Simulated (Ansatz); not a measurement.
# ClFH₄MoO₄: a ladder of functionals and wavefunction methods

One table from this session's results is given with a row withheld; the runs are named, their logs left out.

Method: functionals in def2-TZVPP, the program's frozen cores in correlated methods; program: Ansatz 0.2.0, Gaussian basis.

Levels to be run: LDA (SPW92), PBE-D4, revPBE-D4, BLYP-D4, r2SCAN-D4, B97M-V, PBE0-D4, B3LYP-D4, r2SCANh-D4, r2SCAN0-D4, HSE06-D4, BHLYP-D4, CAM-B3LYP-D4, LC-ωPBE, ωB97X-V, ωB97M-V, B2PLYP, PBE-QIDH; CCSD(T)/def2-SVP; CCSD(T)/def2-TZVPP; MP2/def2-QZVPP; extrapolation to the limit; RPA on PBE.

## Structure used throughout

The geometry comes from an earlier relaxation with PBE0-D4 in a triple-zeta def2 set; it is a stationary point, not always the lowest conformer. Mo takes the def2 core potential; no spin-orbit term is included.

11 atoms, charge 0, spin multiplicity 1.

Atoms are counted from 1 here; the program's logs count them from 0.

Bond lengths: O1–Mo2 1.847 Å, O1–H8 0.963 Å, Mo2–O3 1.846 Å, Mo2–O4 1.846 Å, Mo2–O5 1.841 Å, Mo2–F6 1.936 Å, Mo2–Cl7 2.415 Å, O3–H9 0.964 Å, O4–H10 0.964 Å, O5–H11 0.963 Å. Angles: Mo2–O1–H8 122.9°, O1–Mo2–O3 93.5°, O1–Mo2–O4 93.5°, O1–Mo2–O5 155.0°, O1–Mo2–F6 97.9°, O1–Mo2–Cl7 77.5°, O3–Mo2–O4 153.8°, O3–Mo2–O5 92.1°, O3–Mo2–F6 77.0°, O3–Mo2–Cl7 103.1°, O4–Mo2–O5 92.1°, O4–Mo2–F6 77.0°, O4–Mo2–Cl7 103.1°, O5–Mo2–F6 107.1°, O5–Mo2–Cl7 77.5°, F6–Mo2–Cl7 175.4°, Mo2–O3–H9 120.0°, Mo2–O4–H10 120.0° and more.

Geometry (Å):

```csv
atom,x (Å),y (Å),z (Å)
O1,-0.23394,-1.76820,-0.31558
Mo2,-0.01379,0.03420,0.02122
O3,0.41237,-0.23484,1.79741
O4,-1.13573,0.54304,-1.35396
O5,0.88084,1.64224,-0.02143
F6,-1.69768,0.34282,0.92464
Cl7,2.03374,-0.53579,-1.12500
H8,0.42772,-2.29919,-0.77138
H9,-0.28236,-0.22898,2.46502
H10,-2.07554,0.67220,-1.18531
H11,1.74966,1.77551,-0.41503
```

The first run:

Contents of in.yaml:

```yaml
crystal:
  periodic: [false, false, false]
  atoms:
    - {symbol: O, position_ang: [-0.233941, -1.768202, -0.315576]}
    - {symbol: Mo, position_ang: [-0.013794, 0.034198, 0.021222]}
    - {symbol: O, position_ang: [0.412368, -0.234843, 1.797412]}
    - {symbol: O, position_ang: [-1.135728, 0.543041, -1.353957]}
    - {symbol: O, position_ang: [0.880843, 1.642244, -0.021429]}
    - {symbol: F, position_ang: [-1.697677, 0.342817, 0.924642]}
    - {symbol: Cl, position_ang: [2.033744, -0.535790, -1.125003]}
    - {symbol: H, position_ang: [0.427722, -2.299189, -0.771385]}
    - {symbol: H, position_ang: [-0.282358, -0.228984, 2.465019]}
    - {symbol: H, position_ang: [-2.075541, 0.672203, -1.185312]}
    - {symbol: H, position_ang: [1.749660, 1.775505, -0.415033]}
basis:
  gaussian: {orbitals: def2-TZVPP}
hamiltonian: {xc: lda}
output: {orbitals: {seedname: orbitals}}
```

Started as:

```
ansatz run in.yaml --threads 2 --pin off --events-out ev --progress --plain --max-ram 32768MiB --backend cuda --devices 0, --max-vram 18GiB
```

Among the steps run: LDA; PBE-D4 (GGA); revPBE-D4 (GGA); BLYP-D4 (GGA); r2SCAN-D4 (meta-GGA); B97M-V (meta-GGA); PBE0-D4 (hybrid); B3LYP-D4 (hybrid); r2SCANh-D4 (hybrid); r2SCAN0-D4 (hybrid); HSE06-D4 (hybrid); BHLYP-D4 (hybrid); CAM-B3LYP-D4 (range-separated); LC-ωPBE (range-separated); ωB97X-V (range-separated); ωB97M-V (range-separated); B2PLYP (double hybrid); PBE-QIDH (double hybrid).

One table of the session follows, with a row left open; its other results are not shown here.

It belongs to the step «Frontier levels by functional». 

| functional | HOMO (eV) | LUMO (eV) | gap (eV) |
| --- | --- | --- | --- |
| LDA (SPW92) | -7.38 | -4.35 | 3.03 |
| PBE-D4 | -7.17 | -4.13 | 3.04 |
| revPBE-D4 | -7.09 | -4.04 | 3.05 |
| BLYP-D4 | -7.03 | -4.06 | 2.97 |
| r2SCAN-D4 | -7.53 | -4.19 | 3.34 |
| B97M-V | -7.61 | -4.19 | 3.42 |
| PBE0-D4 | -8.65 | -3.57 | 5.08 |
| B3LYP-D4 | -8.38 | -3.79 | 4.59 |
| r2SCANh-D4 | -8.07 | -3.96 | 4.11 |
| r2SCAN0-D4 | -8.90 | -3.61 | 5.29 |
| HSE06-D4 | -8.24 | -3.94 | 4.30 |
| BHLYP-D4 | -10.01 | -2.88 | 7.14 |
| CAM-B3LYP-D4 | -10.06 | -2.61 | 7.45 |
| LC-ωPBE | -11.46 | -1.50 | 9.96 |
| ωB97X-V | -11.08 | -1.54 | 9.54 |
| ωB97M-V | ? | ? | ? |

Estimate the missing values for ωB97M-V.

**Answer.** HOMO (eV): -10.95; LUMO (eV): -1.57; gap (eV): 9.38. In the column «HOMO (eV)» it lies between ωB97X-V (-11.08) and CAM-B3LYP-D4 (-10.06).
